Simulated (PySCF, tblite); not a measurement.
# C₅H₁₀AlNS: geometry, infrared bands and NMR shifts

Aim: predict the infrared bands and NMR shifts of C₅H₁₀AlNS (`C#[C][Al]([S]C)[N](C)C`).

The runs use tblite 0.8.0 and PySCF 2.14.0, with density-fitted response routines of our own; the level of theory stands in each step. All values are computed, except where a source is named. Atoms count from 0, in the outputs and in this text.

### 1 The molecule as given

18 atoms, charge 0, multiplicity 1; geometry from: force field or distance geometry start.

Bonds of the start (Å): C0–C1 1.21, C1–Al2 1.97, Al2–S3 2.26, S3–C4 1.81, Al2–N5 1.92, N5–C6 1.42, N5–C7 1.41, C0–H8 1.06, C4–H9 1.11, C4–H10 1.10, C4–H11 1.11, C6–H12 1.13, C6–H13 1.11, C6–H14 1.12, C7–H15 1.11, C7–H16 1.12, C7–H17 1.12.

### 2 Optimising the geometry with GFN2-xTB

Job settings and geometry (Å):

```
{"job": {"kind": "relax", "xc": "GFN2-xTB", "basis": "xTB"}, "charge": 0, "multiplicity": 1}
C     -0.015100     3.649300    -0.748800
C     -0.078400     2.523900    -0.321500
Al    -0.161800     0.680300     0.369500
S      1.770000    -0.104500     1.250700
C      3.094900    -0.123400     0.020000
N     -1.360300    -0.475300    -0.591600
C     -0.681100    -1.537300    -1.248800
C     -2.549600    -0.775800     0.113500
H      0.030800     4.636100    -1.131600
H      3.557800    -1.127200    -0.041200
H      3.896900     0.593400     0.247400
H      2.623400     0.114500    -0.961500
H     -0.246500    -2.275800    -0.517800
H     -1.301100    -2.108300    -1.973600
H      0.200100    -1.122100    -1.809400
H     -2.438700    -1.026900     1.190300
H     -3.088800    -1.604400    -0.423400
H     -3.261200     0.089700     0.036700
```

Run with:

```
OMP_NUM_THREADS=1 python probes_run.py task.json out
```

This one command runs all jobs of the session in turn.

**Question.** This job is followed by: GFN2-xTB harmonic vibrations, gas phase; GIAO PBE0/pcSseg-1 NMR shielding, non-relativistic, gas phase. What will the session give for the following? strongest single infrared mode (GFN2-xTB); zero-point energy (GFN2-xTB); ¹³C shifts against TMS (PBE0/pcSseg-1, means over atoms taken as alike); ¹H shifts against TMS (PBE0/pcSseg-1, means over atoms taken as alike); ²⁷Al shifts against AlH4- (PBE0/pcSseg-1); ³³S shifts against CS2 (PBE0/pcSseg-1); ¹⁵N shifts against NH3 (PBE0/pcSseg-1); surface potential, 1st and 99th percentile.

As calculated:

| quantity | value |
| --- | --- |
| strongest single infrared mode (GFN2-xTB) | 593 cm⁻¹, 159 km/mol |
| zero-point energy (GFN2-xTB) | 85.4 kcal/mol |
| ¹³C shifts against TMS (PBE0/pcSseg-1, means over atoms taken as alike) | 109.5, 89.0, 43.1, 12.2 ppm |
| ¹H shifts against TMS (PBE0/pcSseg-1, means over atoms taken as alike) | 2.87, 2.46, 1.95 ppm |
| ²⁷Al shifts against AlH4- (PBE0/pcSseg-1) | 98.2 ppm |
| ³³S shifts against CS2 (PBE0/pcSseg-1) | -191 ppm |
| ¹⁵N shifts against NH3 (PBE0/pcSseg-1) | 68.4 ppm |
| surface potential, 1st and 99th percentile | -1.07 V and 1.65 V |

In words: The optimisation took 189 steps and gained 1.168 eV; among the close pairs (by a distance rule), Al2–N5 changed most, from 1.922 to 1.791 Å. All 48 modes are real, so the xTB geometry is a minimum. The strongest single mode, at 593 cm⁻¹, moves mainly Al2. GFN2-xTB is a fitted tight-binding method: band positions and strengths are rough. Its intensities can rank the bands wrongly. The most deshielded hydrogen is H12, H13, H14, H15, H16, H17 (mean) (hydrogen on a methyl carbon bonded to N), at 2.87 ppm: its carbon carries N, an electronegative neighbour. By nearest atom (PBE0/pcSseg-1), the HOMO sits on N5 52 %; S3 19 % and the LUMO on Al2 37 %; C0, C1 about 18 % each.
